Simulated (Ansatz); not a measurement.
# CH₄OSSi: a ladder of functionals and wavefunction methods

Aim: compute CH₄OSSi with functionals from several rungs and with coupled cluster. The yardstick is the atomisation energy at the CCSD(T) limit.

The runs use Ansatz 0.2.0, Gaussian basis; functionals in def2-TZVPP, the program's frozen cores in correlated methods.

Plan: LDA (SPW92), PBE-D4, revPBE-D4, BLYP-D4, r2SCAN-D4, B97M-V, PBE0-D4, B3LYP-D4, r2SCANh-D4, r2SCAN0-D4, HSE06-D4, BHLYP-D4, CAM-B3LYP-D4, LC-ωPBE, ωB97X-V, ωB97M-V, B2PLYP, PBE-QIDH; CCSD(T)/def2-SVP; CCSD(T)/def2-TZVPP; MP2/def2-QZVPP; extrapolation to the limit; RPA on PBE.

**1. The geometry**

All runs share one geometry, relaxed beforehand with PBE0-D4 in a triple-zeta def2 set.

SMILES `O=CS[SiH3]`, 8 atoms, charge 0, spin multiplicity 1.

Atoms are counted from 1 here; the program's logs count them from 0.

Bond lengths: O1–C2 1.199 Å, C2–S3 1.765 Å, C2–H5 1.104 Å, S3–Si4 2.163 Å, Si4–H6 1.479 Å, Si4–H7 1.479 Å, Si4–H8 1.484 Å. Angles: O1–C2–S3 124.8°, O1–C2–H5 123.0°, S3–C2–H5 112.1°, C2–S3–Si4 95.3°, S3–Si4–H6 110.3°, S3–Si4–H7 110.3°, S3–Si4–H8 103.0°, H6–Si4–H7 112.0°, H6–Si4–H8 110.4°, H7–Si4–H8 110.4°.

**2. LDA**

This LDA is Slater exchange with PW92 correlation.

Contents of in.yaml:

```yaml
crystal:
  periodic: [false, false, false]
  atoms:
    - {symbol: O, position_ang: [1.365728, -0.848699, 0.834367]}
    - {symbol: C, position_ang: [1.640106, 0.161552, 0.249866]}
    - {symbol: S, position_ang: [0.485972, 1.154759, -0.643376]}
    - {symbol: Si, position_ang: [-1.224624, -0.100716, -0.223937]}
    - {symbol: H, position_ang: [2.662162, 0.576637, 0.213157]}
    - {symbol: H, position_ang: [-1.480356, -0.151442, 1.231950]}
    - {symbol: H, position_ang: [-1.025363, -1.449276, -0.797736]}
    - {symbol: H, position_ang: [-2.331524, 0.599986, -0.920091]}
basis:
  gaussian: {orbitals: def2-TZVPP}
hamiltonian: {xc: lda}
output: {orbitals: {seedname: orbitals}}
```

Started as:

```bash
$ ansatz run in.yaml --threads 2 --pin off --events-out ev --progress --plain --max-ram 4352MiB
```

The runs that follow: PBE-D4 (GGA); revPBE-D4 (GGA); BLYP-D4 (GGA); r2SCAN-D4 (meta-GGA); B97M-V (meta-GGA); PBE0-D4 (hybrid); B3LYP-D4 (hybrid); r2SCANh-D4 (hybrid); r2SCAN0-D4 (hybrid); HSE06-D4 (hybrid); BHLYP-D4 (hybrid); CAM-B3LYP-D4 (range-separated); LC-ωPBE (range-separated); ωB97X-V (range-separated); ωB97M-V (range-separated); B2PLYP (double hybrid); PBE-QIDH (double hybrid); CCSD(T) in def2-SVP; CCSD(T) in def2-TZVPP; MP2 in def2-QZVPP; RPA on PBE orbitals.

Before running them: what should the planned runs give, taken together? Wanted: atomisation energy, CCSD(T)/CBS; farthest beyond LDA; mean size of error, GGA; mean size of error, meta-GGA; mean size of error, hybrid; mean size of error, range-separated; mean size of error, double hybrid; gap, smallest and largest; T1 diagnostic.

The runs gave:

| quantity | value |
| --- | --- |
| atomisation energy, CCSD(T)/CBS | 2801.3 kJ/mol |
| functionals within 14.0 kJ/mol (0.5 %) | revPBE-D4, BLYP-D4, PBE0-D4, B3LYP-D4, r2SCANh-D4, HSE06-D4, CAM-B3LYP-D4, ωB97M-V |
| farthest beyond LDA | BHLYP-D4 (-107.9 kJ/mol) |
| mean size of error, GGA | 28.5 kJ/mol |
| mean size of error, meta-GGA | 21.8 kJ/mol |
| mean size of error, hybrid | 28.3 kJ/mol |
| mean size of error, range-separated | 16.5 kJ/mol |
| mean size of error, double hybrid | 33.4 kJ/mol |
| gap, smallest and largest | 4.19 eV (LDA (SPW92)), 11.83 eV (LC-ωPBE) |
| T1 diagnostic | 0.0165 |
| triples share of the correlation energy | 4.4 % |

**Reading.** LDA overbinds by 438.5 kJ/mol (16 %). PBE-D4 is off by +70.4 kJ/mol. Double hybrids carry the basis error of their MP2 part in triple zeta, and no dispersion term here, so their miss is partly the set-up's. By mean error the best rung here is range-separated (16.5 kJ/mol) and the worst beyond LDA is double hybrid (33.4 kJ/mol). The gap between the best rungs is small, so their order is not settled. The reference freezes the cores and leaves out relativity and excitations past (T), so misses under about 14.0 kJ/mol can't be ranked. Hartree-Fock recovers 70 % of the binding; the rest is correlation. CCSD(T) in def2-SVP is off by -185.4 kJ/mol, which most functionals beat. Orbital gaps span 4.2 to 11.8 eV; exact exchange widens them.
